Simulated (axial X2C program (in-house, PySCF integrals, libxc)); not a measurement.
# Linear TaNC⁻ at several levels

An exercise on one series of results from a longer session: the logs are not shown, and one member is left open.

Method: all-electron X2C, two-component (2c) or spin-free, Ta dyall-v3z, N dyall-av3z, C dyall-v3z; program: an in-house X2C program for linear molecules on PySCF integrals.

All values are calculated.

2 further runs of the same task are left out: 2 set aside as unsound or not needed.

Set-up of the first run:

task.json

```json
{"zs": [73, 7, 6], "q": -1, "bas": ["dyall-v3z", "dyall-av3z", "dyall-v3z"], "r0": [2.12, 1.17], "symm": 0, "scan": ["PBE0", "HF", "BHandHLYP"], "levels": ["PBE0", "HF", "B3LYP"], "nst": 2}
```

Keys: zs atomic numbers; q charge; bas basis sets; r0 starting distance in Å; symm equal bonds; scan levels of the two-bond scan; levels methods; nst determinants followed.

Run with:

```sh
$ python solin.py task.json out
```

Masses Ta 180.948, N 14.003, C 12.000 u.

Steps of the session up to this table: Scan at PBE0, 2c; Scan at BHandHLYP, 2c; Scan at PBE0, spin-free.

One of the session's tables, all rows but one given; the rest of the session is left out.

| level | r(Ta–N) (Å) | r(N–C) (Å) | lower stretch (cm⁻¹) | upper stretch (cm⁻¹) |
| --- | --- | --- | --- | --- |
| PBE0, 2c | 2.032 | 1.180 | 376.5 | 2008.9 |
| BHandHLYP, 2c | 2.097 | 1.162 | 334.0 | 2116.8 |
| PBE0, spin-free | 2.033 | 1.180 | 378.1 | 2008.0 |
| BHandHLYP, spin-free | ? | ? | ? | ? |

**Question.** Estimate the row for BHandHLYP, spin-free.

**Answer.** r(Ta–N) (Å): 2.096; r(N–C) (Å): 1.163; lower stretch (cm⁻¹): 335.4; upper stretch (cm⁻¹): 2113.5. In the column «r(Ta–N) (Å)» it lies between PBE0, spin-free (2.033) and BHandHLYP, 2c (2.097).

Scans not shown above were run alike.

**Reading.** Over the levels the Ta–N bond spans 2.032 to 2.097 Å and the N–C bond 1.162 to 1.180 Å. At PBE0 spin–orbit coupling leaves both bonds unchanged to 0.001 Å. Each state is one determinant, the lowest of a limited PBE0 search; the stretches come from a fit to few points and are good to some per cent at best. For an anion the highest level of a functional can be positive, and the basis then holds the extra electron. The molecule was held linear; bending was not examined, so a bent shape may lie lower. Note: functional without a current term on a determinant with orbital currents, of the molecule or an atom. Note: several unpaired electrons, one determinant need not be a pure state.
